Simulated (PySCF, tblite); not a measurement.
# C6H14GeO: geometry, infrared bands and NMR shifts

Aim: predict the infrared bands and NMR shifts of C6H14GeO (`[GeH3][CH2][C@@H]1CCCCO1`).

Programs: tblite 0.8.0 and PySCF 2.14.0, with density-fitted response routines of our own. Each step states its level of theory. These are calculated values for one molecule in the gas phase, unless marked as measured. Atoms are numbered from 0 throughout.

## Step 1: Starting geometry

22 atoms, charge 0, multiplicity 1; geometry from: force field or distance geometry start.

Bonds of the start (Å): Ge0–C1 1.96, C1–C2 1.51, C2–C3 1.54, C3–C4 1.52, C4–C5 1.54, C5–C6 1.54, C6–O7 1.42, O7–C2 1.41, Ge0–H8 1.55, Ge0–H9 1.55, Ge0–H10 1.55, C1–H11 1.12, C1–H12 1.12, C2–H13 1.12, C3–H14 1.12, C3–H15 1.13, C4–H16 1.12, C4–H17 1.11, C5–H18 1.10, C5–H19 1.11, C6–H20 1.11, C6–H21 1.11.

## Step 2: Relaxing the molecule with GFN2-xTB

Job settings and geometry (Å):

```
{"job": {"kind": "relax", "xc": "GFN2-xTB", "basis": "xTB"}, "charge": 0, "multiplicity": 1}
Ge     3.208500     0.226600    -0.414400
C      1.686900    -0.101200     0.769900
C      0.372500     0.204600     0.087500
C     -0.804200     0.061700     1.071300
C     -2.134900     0.317400     0.378600
C     -2.233700    -0.512200    -0.912400
C     -0.961000    -0.319400    -1.755900
O      0.198700    -0.671700    -1.008000
H      4.528300    -0.079300     0.334000
H      3.081300    -0.684700    -1.656400
H      3.180600     1.712800    -0.858000
H      1.810600     0.535100     1.678400
H      1.712400    -1.168600     1.107700
H      0.413000     1.266300    -0.268200
H     -0.691000     0.781500     1.922200
H     -0.813100    -0.976000     1.509600
H     -2.208700     1.403000     0.121400
H     -2.978300     0.056900     1.047800
H     -3.120000    -0.193800    -1.488900
H     -2.336100    -1.585100    -0.642900
H     -0.895500     0.729100    -2.127300
H     -1.026700    -0.983400    -2.638600
```

Command:

```console
> OMP_NUM_THREADS=1 python probes_run.py task.json out
```

The driver reads the jobs from task.json and runs them one after another.

Log:

```text
step      E/eV     max force
  0    -706.82352    1.042
  1    -706.92788    0.568
  2    -706.98059    0.462
  3    -706.99940    0.325
  4    -707.01297    0.234
  5    -707.02063    0.209
  6    -707.02880    0.262
  7    -707.03348    0.168
  8    -707.03744    0.143
  9    -707.04127    0.178
 10    -707.04511    0.169
 11    -707.04799    0.141
 12    -707.05033    0.121
 13    -707.05286    0.117
 14    -707.05574    0.122
 15    -707.05838    0.111
 16    -707.06054    0.127
 17    -707.06272    0.157
 18    -707.06552    0.178
 19    -707.06856    0.156
 20    -707.07084    0.135
 21    -707.07229    0.112
 22    -707.07365    0.091
 23    -707.07559    0.134
 24    -707.07790    0.143
 25    -707.07983    0.090
 26    -707.08118    0.089
 27    -707.08241    0.070
 28    -707.08387    0.112
 29    -707.08560    0.108
 30    -707.08735    0.081
 31    -707.08912    0.094
 32    -707.09105    0.104
 33    -707.09297    0.112
 34    -707.09459    0.096
 35    -707.09593    0.096
 36    -707.09733    0.116
 37    -707.09925    0.143
 38    -707.10172    0.146
 39    -707.10417    0.111
 40    -707.10618    0.100
 41    -707.10790    0.126
 42    -707.10979    0.135
 43    -707.11222    0.119
 44    -707.11519    0.123
 45    -707.11842    0.118
 46    -707.12151    0.114
 47    -707.12435    0.129
 48    -707.12693    0.117
 49    -707.12956    0.130
 50    -707.13267    0.138
 51    -707.13579    0.120
 52    -707.13811    0.166
 53    -707.14035    0.101
 54    -707.14198    0.088
 55    -707.14306    0.086
 56    -707.14443    0.090
 57    -707.14582    0.077
 58    -707.14711    0.067
 59    -707.14821    0.059
 60    -707.14917    0.063
 61    -707.15006    0.068
 62    -707.15090    0.066
 63    -707.15178    0.067
 64    -707.15288    0.080
 65    -707.15430    0.076
 66    -707.15579    0.072
 67    -707.15698    0.070
 68    -707.15781    0.060
 69    -707.15847    0.076
 70    -707.15913    0.061
 71    -707.15976    0.054
 72    -707.16034    0.051
 73    -707.16068    0.051
 74    -707.16108    0.048
 75    -707.16141    0.040
 76    -707.16172    0.033
 77    -707.16199    0.038
 78    -707.16221    0.034
 79    -707.16237    0.027
 80    -707.16250    0.024
 81    -707.16262    0.024
 82    -707.16273    0.025
 83    -707.16284    0.021
 84    -707.16293    0.017
 85    -707.16302    0.019
 86    -707.16310    0.021
 87    -707.16318    0.022
 88    -707.16326    0.026
 89    -707.16335    0.021
 90    -707.16342    0.018
 91    -707.16347    0.017
 92    -707.16353    0.019
 93    -707.16359    0.023
 94    -707.16366    0.023
 95    -707.16373    0.021
 96    -707.16380    0.019
 97    -707.16386    0.020
 98    -707.16393    0.022
 99    -707.16398    0.020
100    -707.16403    0.015
101    -707.16407    0.016
102    -707.16411    0.013
103    -707.16415    0.015
104    -707.16420    0.016
105    -707.16425    0.018
106    -707.16432    0.022
107    -707.16439    0.017
108    -707.16444    0.014
109    -707.16447    0.011
110    -707.16449    0.011
111    -707.16452    0.010
112    -707.16454    0.011
113    -707.16457    0.012
114    -707.16458    0.009
```

Wall time 0.75 s (1 thread of Arm Neoverse V2, shared host); peak memory 0.18 GiB.

Relaxation path: (not every step is listed)

```
step  energy from step 0 (eV)  largest force (eV/Å)
   0                   0.0000                1.0421
   1                  -0.1044                0.5681
   2                  -0.1571                0.4622
   3                  -0.1759                0.3252
   4                  -0.1894                0.2343
   5                  -0.1971                0.2090
   6                  -0.2053                0.2618
   7                  -0.2100                0.1685
   8                  -0.2139                0.1433
  18                  -0.2420                0.1776
  28                  -0.2604                0.1122
  38                  -0.2782                0.1456
  48                  -0.3034                0.1171
  58                  -0.3236                0.0673
  68                  -0.3343                0.0595
  78                  -0.3387                0.0337
  88                  -0.3397                0.0257
  98                  -0.3404                0.0218
 108                  -0.3409                0.0142
 109                  -0.3410                0.0108
 110                  -0.3410                0.0109
 111                  -0.3410                0.0103
 112                  -0.3410                0.0114
 113                  -0.3410                0.0117
 114                  -0.3411                0.0093
```

Distances of close pairs at the start and the end, largest changes first:

```
   bond  before (Å)  after (Å)  change (Å)
 Ge0–H9       1.546      1.487      -0.059
Ge0–H10       1.551      1.493      -0.059
 Ge0–H8       1.548      1.507      -0.041
 C3–H15       1.127      1.092      -0.034
 C1–H12       1.120      1.090      -0.030
 C3–H14       1.120      1.091      -0.029
 C1–H11       1.116      1.089      -0.027
 C4–H16       1.118      1.093      -0.025
```

The end geometry stands in the next job.

## Step 3: Infrared spectrum with GFN2-xTB

Job settings and geometry (Å):

```
{"job": {"kind": "ir", "xc": "GFN2-xTB", "basis": "xTB"}, "charge": 0, "multiplicity": 1}
Ge     2.970265    -0.100681    -0.574547
C      1.686302     0.124614     0.910994
C      0.334211     0.419477     0.287186
C     -0.853548    -0.047516     1.128901
C     -2.154634     0.184839     0.363107
C     -2.062712    -0.508754    -0.994240
C     -0.811766    -0.021591    -1.725268
O      0.352173    -0.244719    -0.966832
H      4.368152    -0.083228    -0.011785
H      2.821984    -1.392248    -1.296274
H      2.899115     1.026353    -1.550690
H      1.980703     0.918619     1.595682
H      1.640105    -0.801394     1.484540
H      0.236349     1.503634     0.104088
H     -0.860052     0.489272     2.078989
H     -0.738186    -1.114305     1.334128
H     -2.303465     1.257657     0.214944
H     -3.004125    -0.198180     0.931345
H     -2.944104    -0.296243    -1.600586
H     -1.992465    -1.588316    -0.848255
H     -0.909420     1.053914    -1.944814
H     -0.665293    -0.561819    -2.663004
```

Log:

```text
mode    cm-1     km/mol
  1      47.6      0.46
  2     118.5      3.91
  3     144.5      0.92
  4     215.8      1.12
  5     245.7      4.42
  6     272.2      3.10
  7     327.7      2.04
  8     420.8      6.49
  9     446.7      3.29
 10     465.1     29.83
 11     489.3     19.02
 12     524.6     60.12
 13     596.7      7.17
 14     655.5     48.82
 15     768.1    106.43
 16     779.3    363.99
 17     840.3     18.76
 18     860.5    115.55
 19     873.5     80.89
 20     887.0     58.33
 21     909.8      0.62
 22     937.3     19.36
 23     974.1     10.02
 24     979.0      7.31
 25    1046.2      7.19
 26    1073.2     53.75
 27    1087.7     21.42
 28    1113.4     16.02
 29    1123.0     11.68
 30    1165.3     22.40
 31    1171.0      6.94
 32    1188.4      7.92
 33    1221.6     15.25
 34    1235.3      2.64
 35    1259.0      6.91
 36    1302.0      6.68
 37    1324.2      7.13
 38    1328.9     14.57
 39    1344.2      2.18
 40    1344.7      2.93
 41    1359.2     20.19
 42    1460.8      0.20
 43    1464.8      0.57
 44    1472.0      0.59
 45    1478.5      0.49
 46    1495.6      0.71
 47    1953.8    305.33
 48    2054.3    398.49
 49    2112.8    409.67
 50    2817.9     70.06
 51    2850.3     63.93
 52    2962.0     17.34
 53    2969.2     21.74
 54    2977.6     47.00
 55    2978.3     16.24
 56    2981.2     19.99
 57    2986.9     16.54
 58    2989.7    108.66
 59    2990.9     91.60
 60    2996.2     59.65
```

Wall time 0.77 s (1 thread of Arm Neoverse V2, shared host); peak memory 0.18 GiB.

The strongest bands and the atoms that carry them (share of the mass-weighted mode):

```
cm⁻¹  km/mol                         atoms
 768   106.4   C1 27 %, H11 23 %, H12 21 %
 779   364.0    H10 37 %, H9 30 %, H8 26 %
 860   115.5    H10 42 %, H9 31 %, H8 20 %
1954   305.3             H8 83 %, H10 11 %
2054   398.5    H10 71 %, H8 15 %, H9 13 %
2113   409.7             H9 81 %, H10 17 %
2990   108.7  H19 43 %, H18 23 %, H15 12 %
2991    91.6            H14 44 %, H11 23 %
```

## Step 4: NMR shieldings: PBE0/pcSseg-1

Settings changed since step 3:

```diff
@@ -1,2 +1,2 @@
-{"job": {"kind": "ir", "xc": "GFN2-xTB", "basis": "xTB"}, "charge": 0, "multiplicity": 1}
+{"job": {"kind": "nmr", "xc": "PBE0", "basis": "pcSseg-1"}, "charge": 0, "multiplicity": 1}
 Ge     2.970265    -0.100681    -0.574547
```

With the program's defaults for keys left out, this is: GIAO PBE0/pcSseg-1 NMR shielding, non-relativistic, gas phase.

Log:

```text
coarse grid: 78288 points
cycle   1  E = -2388.2837819830  dE =  2.581e-01  |g| = 1.012e+00  |ddm| = 4.151e+00
cycle   2  E = -2388.2055825070  dE =  7.820e-02  |g| = 1.159e+00  |ddm| = 1.452e+00
cycle   3  E = -2388.3862468830  dE = -1.807e-01  |g| = 1.938e-01  |ddm| = 1.030e+00
cycle   4  E = -2388.3922629911  dE = -6.016e-03  |g| = 6.585e-02  |ddm| = 1.827e-01
cycle   5  E = -2388.3928624807  dE = -5.995e-04  |g| = 9.570e-03  |ddm| = 5.533e-02
cycle   6  E = -2388.3928800730  dE = -1.759e-05  |g| = 2.550e-03  |ddm| = 1.089e-02
cycle   7  E = -2388.3928814690  dE = -1.396e-06  |g| = 8.032e-04  |ddm| = 3.041e-03
final grid: 166704 points
cycle   8  E = -2388.3927774980  dE = -8.323e-08  |g| = 1.025e-03  |ddm| = 3.272e-03
cycle   9  E = -2388.3927773118  dE =  1.862e-07  |g| = 1.350e-03  |ddm| = 2.230e-03
cycle  10  E = -2388.3927777547  dE = -4.429e-07  |g| = 5.837e-05  |ddm| = 1.256e-03
cycle  11  E = -2388.3927777554  dE = -6.830e-10  |g| = 2.138e-05  |ddm| = 7.179e-05
converged SCF energy = -2388.3927777554

GIAO shielding tensors (ppm)
atom      isotropic    diamagn.    paramagn.     s11        s22        s33       span
  0 Ge    1581.077    2752.916   -1171.839   1513.195   1554.077   1675.960    162.765
  1 C      163.598     250.719     -87.121    134.676    159.441    196.677     62.001
  2 C      109.448     247.431    -137.983     93.233     99.094    136.017     42.784
  3 C      147.764     248.474    -100.711    132.738    149.228    161.325     28.588
  4 C      159.028     247.858     -88.830    155.433    158.144    163.507      8.074
  5 C      157.218     249.198     -91.979    148.902    156.519    166.234     17.333
  6 C      115.187     242.579    -127.392     90.322    100.913    154.326     64.003
  7 O      250.436     401.798    -151.362    228.489    249.834    272.984     44.495
  8 H       28.413      27.952       0.461     21.657     22.528     41.053     19.395
  9 H       28.112      29.232      -1.120     20.702     24.534     39.099     18.397
 10 H       28.308      29.064      -0.756     21.260     24.422     39.241     17.981
 11 H       30.302      30.529      -0.227     24.954     28.803     37.150     12.196
 12 H       30.470      31.666      -1.196     25.480     30.327     35.605     10.125
 13 H       28.621      33.842      -5.221     25.473     28.638     31.752      6.279
 14 H       30.005      31.621      -1.616     25.117     29.458     35.441     10.324
 15 H       30.588      32.525      -1.937     26.658     30.415     34.692      8.034
 16 H       30.335      31.084      -0.749     26.879     28.098     36.027      9.147
 17 H       29.868      29.451       0.417     24.931     27.322     37.351     12.420
 18 H       30.403      28.895       1.508     26.036     27.565     37.610     11.574
 19 H       30.221      30.714      -0.493     27.004     27.746     35.911      8.907
 20 H       28.275      30.479      -2.204     22.800     28.241     33.786     10.986
 21 H       27.609      29.393      -1.785     22.358     27.377     33.091     10.733
```

Wall time 53 s (1 thread of Arm Neoverse V2, shared host); peak memory 1.1 GiB.

Shifts follow as δ = σ(reference) − σ, with reference shieldings (ppm) from runs at the same level and on the same kind of geometry: ¹H TMS 31.72, ¹³C TMS 186.9, ¹⁷O H2O 336.1, ⁷³Ge GeMe4 1331. The references are single molecules in the gas phase, so shifts against H2O, NH3, PH3, H3PO4 or CFCl3 are not on the usual liquid scales and can be off by tens of ppm. Atoms listed in one row are averaged.

```
      atoms                          environment  σ (ppm)  δ (ppm)
         C2                   sp3 CH bonded to O    109.4     77.5
         C6                  sp3 CH2 bonded to O    115.2     71.7
         C3                    sp3 CH2 in a ring    147.8     39.2
         C5                    sp3 CH2 in a ring    157.2     29.7
         C4                    sp3 CH2 in a ring    159.0     27.9
         C1                 sp3 CH2 bonded to Ge    163.6     23.3
        H21   hydrogen on an sp3 CH2 bonded to O    27.61     4.11
        H20   hydrogen on an sp3 CH2 bonded to O    28.28     3.44
H8, H9, H10  hydrogen on a germanium bonded to C    28.28     3.44
        H13    hydrogen on an sp3 CH bonded to O    28.62     3.10
        H17     hydrogen on an sp3 CH2 in a ring    29.87     1.85
        H14     hydrogen on an sp3 CH2 in a ring    30.01     1.71
        H19     hydrogen on an sp3 CH2 in a ring    30.22     1.50
        H11  hydrogen on an sp3 CH2 bonded to Ge    30.30     1.41
        H16     hydrogen on an sp3 CH2 in a ring    30.33     1.38
        H18     hydrogen on an sp3 CH2 in a ring    30.40     1.31
        H12  hydrogen on an sp3 CH2 bonded to Ge    30.47     1.25
        H15     hydrogen on an sp3 CH2 in a ring    30.59     1.13
        Ge0           germanium bonded to C, 3 H     1581     -250
         O7                         ether oxygen    250.4     85.6
```

The run also stored atomic charges by several schemes (e):

```
atoms  Mulliken    IAO  Hirshfeld  ESP fit
  Ge0      0.30   0.50       0.28     0.37
   C1     -0.44  -0.51      -0.15    -0.45
   C2      0.01   0.10       0.04     0.38
   C3     -0.15  -0.27      -0.08    -0.22
   C4     -0.24  -0.26      -0.07     0.04
   C5     -0.24  -0.28      -0.08    -0.09
   C6      0.09  -0.05       0.00     0.06
   O7     -0.55  -0.39      -0.11    -0.34
```

Mayer bond orders: Ge0–C1 0.91, C1–C2 0.99, C2–C3 1.01, C3–C4 1.04, C4–C5 1.04, C5–C6 1.04, C6–O7 0.92, O7–C2 0.88.

Ring of atoms C2, C3, C4, C5, C6, O7: NICS(0) -2.5, NICS(1) -2.1, NICS(1)zz 2.8 ppm (means of both faces).

## Step 5: Results

| quantity | value |
| --- | --- |
| strongest single infrared mode (GFN2-xTB) | 2113 cm⁻¹, 410 km/mol |
| zero-point energy (GFN2-xTB) | 115.0 kcal/mol |
| ¹³C shifts against TMS (PBE0/pcSseg-1) | 77.5, 71.7, 39.2, 29.7, 27.9, 23.3 ppm |
| ¹H shifts against TMS (PBE0/pcSseg-1, means over atoms taken as alike) | 4.11, 3.44, 3.44, 3.10, 1.85, 1.71, 1.50, 1.41, 1.38, 1.31, 1.25, 1.13 ppm |
| ⁷³Ge shifts against GeMe4 (PBE0/pcSseg-1) | -250 ppm |
| ¹⁷O shifts against H2O (PBE0/pcSseg-1) | 85.6 ppm |

**Reading.** The optimisation took 114 steps and gained 0.341 eV; among the close pairs (by a distance rule), Ge0–H9 changed most, from 1.546 to 1.487 Å. All 60 modes are real, so the xTB geometry is a minimum. The strongest single mode, at 2113 cm⁻¹, moves mainly H9. Unscaled tight-binding wavenumbers are off by several per cent, some by more. Its intensities can rank the bands wrongly. The most deshielded carbon is C2 (sp3 CH bonded to O), at 77.5 ppm: pulled downfield by the heteroatom. At PBE0/pcSseg-1: Shielding is most anisotropic at Ge0 (span 163 ppm, paramagnetic term -1172 ppm). Spin-orbit coupling is left out, which matters for shieldings and couplings at and beside the heavy atoms.
